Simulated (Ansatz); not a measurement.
# CH5AlClN: two geometries relaxed

All numbers below are computed with Ansatz 0.2.0 (RKS PBE-D4/6-31G).

**1. Starting point**

Bond lengths: C1–N2 1.417 Å, N2–Al3 1.915 Å, Al3–Cl4 2.131 Å, C1–H5 1.137 Å, C1–H6 1.180 Å, C1–H7 1.116 Å, N2–H8 1.007 Å, Al3–H9 1.647 Å. Angles: C1–N2–Al3 110.7°, C1–N2–H8 109.0°, Al3–N2–H8 107.6°, N2–C1–H5 111.3°, N2–C1–H6 111.0°, N2–C1–H7 114.5°, H5–C1–H6 103.7°, H5–C1–H7 108.5°, H6–C1–H7 107.2°, N2–Al3–Cl4 121.8°, N2–Al3–H9 120.1°, Cl4–Al3–H9 118.0°.

Coordinates:

```xyz
9

C     0.3143    0.6982   -0.9564
N     0.2510   -0.6637   -0.5697
Al   -0.0697   -0.8179    1.3116
Cl   -1.7867    0.0459    2.2323
H     0.4281    0.8033   -2.0825
H    -0.7025    1.2501   -0.7255
H     1.1261    1.2829   -0.4627
H    -0.5191   -1.1036   -1.0466
H     1.0471   -1.5415    2.2824
```

**2. End point A**

Input file input.yaml:

```yaml
crystal:
  periodic: [false, false, false]
  atoms:
    - { symbol: C, position_ang: [0.3143, 0.6982, -0.9564] }
    - { symbol: "N", position_ang: [0.251, -0.6637, -0.5697] }
    - { symbol: Al, position_ang: [-0.0697, -0.8179, 1.3116] }
    - { symbol: Cl, position_ang: [-1.7867, 0.0459, 2.2323] }
    - { symbol: H, position_ang: [0.4281, 0.8033, -2.0825] }
    - { symbol: H, position_ang: [-0.7025, 1.2501, -0.7255] }
    - { symbol: H, position_ang: [1.1261, 1.2829, -0.4627] }
    - { symbol: H, position_ang: [-0.5191, -1.1036, -1.0466] }
    - { symbol: H, position_ang: [1.0471, -1.5415, 2.2824] }
basis:
  gaussian: { orbitals: "6-31G" }
hamiltonian:
  xc: pbe
  dispersion: d4
relax:
  f_tol: 0.02
  max_steps: 50
output:
  orbitals: {}
```

Started as:

```bash
$ ansatz run input.yaml --threads 1 --pin off --max-ram 2048MiB --backend cpu --events-out ev --progress --plain --runs-dir out
```

**Question.** How long does this run take on 1 thread of Arm Neoverse V1, shared host, and how much memory does it need?

About 54 s, with a peak of 0.15 GiB.
